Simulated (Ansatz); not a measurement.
# CH7FOSi3: the cost of one run

Program: Ansatz 0.2.0. Level of theory: RKS B3LYP-D4/STO-3G. These are calculated values, not measurements.

## (1) The system as given

Bond lengths: O1–Si2 1.675 Å, Si2–F3 1.586 Å, Si2–C4 1.823 Å, C4–Si5 1.861 Å, Si2–Si6 2.283 Å, Si5–Si6 2.284 Å, O1–H7 0.927 Å, C4–H8 1.112 Å, C4–H9 1.171 Å, Si5–H10 1.512 Å, Si5–H11 1.451 Å, Si6–H12 1.508 Å, Si6–H13 1.458 Å. Angles (14 of 25 angles, heavy atoms first): O1–Si2–F3 106.6°, O1–Si2–C4 117.8°, O1–Si2–Si6 115.2°, F3–Si2–C4 111.3°, F3–Si2–Si6 115.8°, C4–Si2–Si6 89.8°, Si2–C4–Si5 96.3°, C4–Si5–Si6 88.9°, Si2–Si6–Si5 73.9°, Si2–O1–H7 116.5°, Si2–C4–H8 115.9°, Si2–C4–H9 114.1°, Si5–C4–H8 112.7°, Si5–C4–H9 111.2°.

Coordinates:

```xyz
13

O     1.1767   -1.4908   -1.4619
Si    0.3470   -1.0965   -0.0614
F     0.2203   -2.4340    0.7820
C    -1.2674   -0.2683   -0.2345
Si   -0.6106    1.4723   -0.1776
Si    1.1503    0.7183    1.0664
H     1.2017   -2.3887   -1.6892
H    -1.8272   -0.4856   -1.1701
H    -2.0063   -0.4717    0.6513
H    -1.4884    2.4372    0.5864
H    -0.2289    1.9844   -1.4803
H     0.9174    0.7242    2.5562
H     2.4358    1.2644    0.6476
```

## (2) Relaxing the start

Contents of input.yaml:

```yaml
crystal:
  periodic: [false, false, false]
  atoms:
    - { symbol: O, position_ang: [1.1767, -1.4908, -1.4619] }
    - { symbol: Si, position_ang: [0.347, -1.0965, -0.0614] }
    - { symbol: F, position_ang: [0.2203, -2.434, 0.782] }
    - { symbol: C, position_ang: [-1.2674, -0.2683, -0.2345] }
    - { symbol: Si, position_ang: [-0.6106, 1.4723, -0.1776] }
    - { symbol: Si, position_ang: [1.1503, 0.7183, 1.0664] }
    - { symbol: H, position_ang: [1.2017, -2.3887, -1.6892] }
    - { symbol: H, position_ang: [-1.8272, -0.4856, -1.1701] }
    - { symbol: H, position_ang: [-2.0063, -0.4717, 0.6513] }
    - { symbol: H, position_ang: [-1.4884, 2.4372, 0.5864] }
    - { symbol: H, position_ang: [-0.2289, 1.9844, -1.4803] }
    - { symbol: H, position_ang: [0.9174, 0.7242, 2.5562] }
    - { symbol: H, position_ang: [2.4358, 1.2644, 0.6476] }
basis:
  gaussian: { orbitals: STO-3G }
hamiltonian:
  xc: b3lyp
  dispersion: d4
relax:
  f_tol: 0.02
  max_steps: 40
scf:
  lower_state_search: "off"
output:
  orbitals: {}
```

Started as:

```
> ansatz run input.yaml --threads 1 --pin off --max-ram 2048MiB --backend cpu --events-out ev --progress --plain --runs-dir out
```

What time and memory should one allow on 1 thread of Intel Xeon at 2.50GHz (Skylake/Cascade Lake), shared host?

About 1.8 min, with a peak of 0.16 GiB.
